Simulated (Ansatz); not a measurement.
# C2H8Si2: a ladder of functionals and wavefunction methods

How much do the methods differ for C2H8Si2? The plan is to run it at one geometry with functionals of several rungs and with coupled cluster, and see how far each lands from CCSD(T) at the basis-set limit for the atomisation energy.

Method: functionals in def2-TZVPP, the program's frozen cores in correlated methods; program: Ansatz 0.2.0, Gaussian basis.

Levels to be run: LDA (SPW92), PBE-D4, revPBE-D4, BLYP-D4, r2SCAN-D4, B97M-V, PBE0-D4, B3LYP-D4, r2SCANh-D4, r2SCAN0-D4, HSE06-D4, BHLYP-D4, CAM-B3LYP-D4, LC-ωPBE, ωB97X-V, ωB97M-V, B2PLYP, PBE-QIDH; CCSD(T)/def2-SVP; CCSD(T)/def2-TZVPP; MP2/def2-QZVPP; extrapolation to the limit; RPA on PBE.

## 1. The geometry

The geometry comes from an earlier relaxation with PBE0-D4 in a triple-zeta def2 set; it is a stationary point, not always the lowest conformer.

12 atoms, charge 0, spin multiplicity 1.

Atoms are counted from 1 here; the program's logs count them from 0.

Bond lengths: C1–Si2 1.893 Å, C1–Si4 1.893 Å, C1–H5 1.089 Å, C1–H6 1.094 Å, Si2–C3 1.893 Å, Si2–H7 1.490 Å, Si2–H8 1.488 Å, C3–Si4 1.893 Å, C3–H9 1.094 Å, C3–H10 1.089 Å, Si4–H11 1.488 Å, Si4–H12 1.490 Å. Angles: Si2–C1–Si4 86.7°, Si2–C1–H5 118.5°, Si2–C1–H6 111.5°, Si4–C1–H5 118.5°, Si4–C1–H6 111.5°, H5–C1–H6 108.7°, C1–Si2–C3 91.4°, C1–Si2–H7 116.2°, C1–Si2–H8 111.9°, C3–Si2–H7 116.2°, C3–Si2–H8 111.9°, H7–Si2–H8 108.6°, Si2–C3–Si4 86.7°, Si2–C3–H9 111.5°, Si2–C3–H10 118.5°, Si4–C3–H9 111.5°, Si4–C3–H10 118.5°, H9–C3–H10 108.7° and more.

## 2. LDA

This LDA is Slater exchange with PW92 correlation.

File in.yaml:

```yaml
crystal:
  periodic: [false, false, false]
  atoms:
    - {symbol: C, position_ang: [-0.418379, 0.251813, -1.264697]}
    - {symbol: Si, position_ang: [1.244276, 0.183888, -0.362567]}
    - {symbol: C, position_ang: [0.380936, -0.003346, 1.311484]}
    - {symbol: Si, position_ang: [-1.190625, -0.402389, 0.334845]}
    - {symbol: H, position_ang: [-0.539413, -0.330433, -2.176733]}
    - {symbol: H, position_ang: [-0.723760, 1.282875, -1.464110]}
    - {symbol: H, position_ang: [2.125500, 1.374762, -0.518040]}
    - {symbol: H, position_ang: [2.021598, -1.032861, -0.724301]}
    - {symbol: H, position_ang: [0.297837, 0.956803, 1.828524]}
    - {symbol: H, position_ang: [0.760301, -0.745235, 2.012301]}
    - {symbol: H, position_ang: [-1.444820, -1.867499, 0.268554]}
    - {symbol: H, position_ang: [-2.436550, 0.276322, 0.788641]}
basis:
  gaussian: {orbitals: def2-TZVPP}
hamiltonian: {xc: lda}
output: {orbitals: {seedname: orbitals}}
```

After this run come: PBE-D4 (GGA); revPBE-D4 (GGA); BLYP-D4 (GGA); r2SCAN-D4 (meta-GGA); B97M-V (meta-GGA); PBE0-D4 (hybrid); B3LYP-D4 (hybrid); r2SCANh-D4 (hybrid); r2SCAN0-D4 (hybrid); HSE06-D4 (hybrid); BHLYP-D4 (hybrid); CAM-B3LYP-D4 (range-separated); LC-ωPBE-D4 (range-separated); ωB97X-V (range-separated); ωB97M-V (range-separated); B2PLYP (double hybrid); PBE-QIDH (double hybrid); CCSD(T) in def2-SVP; CCSD(T) in def2-TZVPP; MP2 in def2-QZVPP; RPA on PBE orbitals.

**Question.** What will the summary of the whole plan be? Wanted: atomisation energy, CCSD(T)/CBS; farthest beyond LDA; mean size of error, GGA; mean size of error, meta-GGA; mean size of error, hybrid; mean size of error, range-separated; mean size of error, double hybrid; gap, smallest and largest; T1 diagnostic.

**Answer**, as computed:

| quantity | value |
| --- | --- |
| atomisation energy, CCSD(T)/CBS | 1009.8 kcal/mol |
| functionals within 5.0 kcal/mol (0.5 %) | PBE-D4, r2SCAN-D4, PBE0-D4, B3LYP-D4, r2SCANh-D4, r2SCAN0-D4, HSE06-D4, CAM-B3LYP-D4, LC-ωPBE, ωB97M-V, PBE-QIDH |
| farthest beyond LDA | BHLYP-D4 (-15.7 kcal/mol) |
| mean size of error, GGA | 9.9 kcal/mol |
| mean size of error, meta-GGA | 3.5 kcal/mol |
| mean size of error, hybrid | 4.2 kcal/mol |
| mean size of error, range-separated | 3.8 kcal/mol |
| mean size of error, double hybrid | 9.0 kcal/mol |
| gap, smallest and largest | 5.63 eV (LDA (SPW92)), 12.43 eV (LC-ωPBE) |
| T1 diagnostic | 0.0108 |
| triples share of the correlation energy | 3.9 % |

**Reading.** LDA overbinds by 115.7 kcal/mol (11 %). PBE-D4 misses by +2.9 kcal/mol. Double hybrids carry the basis error of their MP2 part in triple zeta, and no dispersion term here, so their miss is partly the set-up's. The rungs meta-GGA, range-separated, hybrid miss on average by less than the doubt on the reference (5.0 kcal/mol), so they tie. The reference freezes the cores and leaves out relativity and excitations past (T), so misses under about 5.0 kcal/mol can't be ranked. Hartree-Fock recovers 76 % of the binding; the rest is correlation. CCSD(T) in def2-SVP is off by -58.4 kcal/mol, which most functionals beat. The gap grows from 5.6 to 12.4 eV across the functionals, mostly with the share of exact exchange.
